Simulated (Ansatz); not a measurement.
# C₂H₇BN radical: basis-set convergence

One table from this session's results is given with a row withheld; the runs are named, their logs left out.

Program: Ansatz 0.2.0, Gaussian basis. Level of theory: one geometry, several basis sets. These are calculated values, not measurements.

Plan: PBE0-D4/def2-SVP; ωB97M-V/def2-SVP; PBE0-D4/def2-QZVPP; ωB97M-V/def2-QZVPP; the functionals' def2-TZVPP values are taken from earlier runs.

### The geometry

All runs share one geometry, relaxed beforehand with PBE0-D4 in a triple-zeta def2 set.

11 atoms, charge 0, spin multiplicity 2.

Atoms are counted from 1 here; the program's logs count them from 0.

Bond lengths: C1–B2 1.540 Å, C1–H5 1.088 Å, C1–H6 1.086 Å, B2–C3 1.578 Å, B2–N4 1.405 Å, C3–H7 1.095 Å, C3–H8 1.095 Å, C3–H9 1.093 Å, N4–H10 1.005 Å, N4–H11 1.006 Å. Angles: B2–C1–H5 123.3°, B2–C1–H6 122.8°, H5–C1–H6 113.9°, C1–B2–C3 121.6°, C1–B2–N4 118.4°, C3–B2–N4 120.0°, B2–C3–H7 110.8°, B2–C3–H8 110.6°, B2–C3–H9 114.0°, H7–C3–H8 105.8°, H7–C3–H9 107.7°, H8–C3–H9 107.6°, B2–N4–H10 123.0°, B2–N4–H11 123.3°, H10–N4–H11 113.7°.

The first run:

File in.yaml:

```yaml
crystal:
  periodic: [false, false, false]
  atoms:
    - {symbol: C, position_ang: [-0.453801, 1.493111, -0.336522]}
    - {symbol: B, position_ang: [0.050252, 0.049457, -0.154214]}
    - {symbol: C, position_ang: [-0.204881, -0.752454, 1.180904]}
    - {symbol: N, position_ang: [0.753890, -0.551404, -1.211637]}
    - {symbol: H, position_ang: [-0.292145, 2.072453, -1.243136]}
    - {symbol: H, position_ang: [-1.005235, 2.025257, 0.433130]}
    - {symbol: H, position_ang: [-1.276322, -0.813099, 1.399078]}
    - {symbol: H, position_ang: [0.245044, -0.233555, 2.034162]}
    - {symbol: H, position_ang: [0.189450, -1.772153, 1.168578]}
    - {symbol: H, position_ang: [1.113245, -1.489314, -1.167866]}
    - {symbol: H, position_ang: [0.945801, -0.085299, -2.081876]}
basis:
  gaussian: {orbitals: def2-SVP}
magnetization: {spin_polarized: true, initial_magnetization: 1}
hamiltonian: {xc: pbe0, dispersion: d4}
output: {orbitals: {seedname: orbitals}}
```

On the command line:

```console
$ ansatz run in.yaml --threads 4 --pin off --events-out ev --progress --plain --max-ram 10444MiB
```

Steps of the session up to this table: PBE0-D4 in def2-SVP; ωB97M-V in def2-SVP; PBE0-D4 in def2-QZVPP; ωB97M-V in def2-QZVPP.

One of the session's tables, all rows but one given; the rest of the session is left out.

It belongs to the step «Functionals by basis». 

| functional | basis | HOMO (eV) | LUMO (eV) |
| --- | --- | --- | --- |
| PBE0-D4 | def2-SVP | -6.37 | -1.88 |
| PBE0-D4 | def2-TZVPP | -6.51 | -2.13 |
| PBE0-D4 | def2-QZVPP | -6.54 | -2.18 |
| ωB97M-V | def2-SVP | ? | ? |
| ωB97M-V | def2-TZVPP | -8.58 | -0.26 |
| ωB97M-V | def2-QZVPP | -8.60 | -0.34 |

**Question.** Estimate the row for ωB97M-V, def2-SVP.

The run gave: HOMO (eV): -8.44; LUMO (eV): 0.12. In the column «HOMO (eV)» it lies between ωB97M-V, def2-TZVPP (-8.58) and PBE0-D4, def2-QZVPP (-6.54).
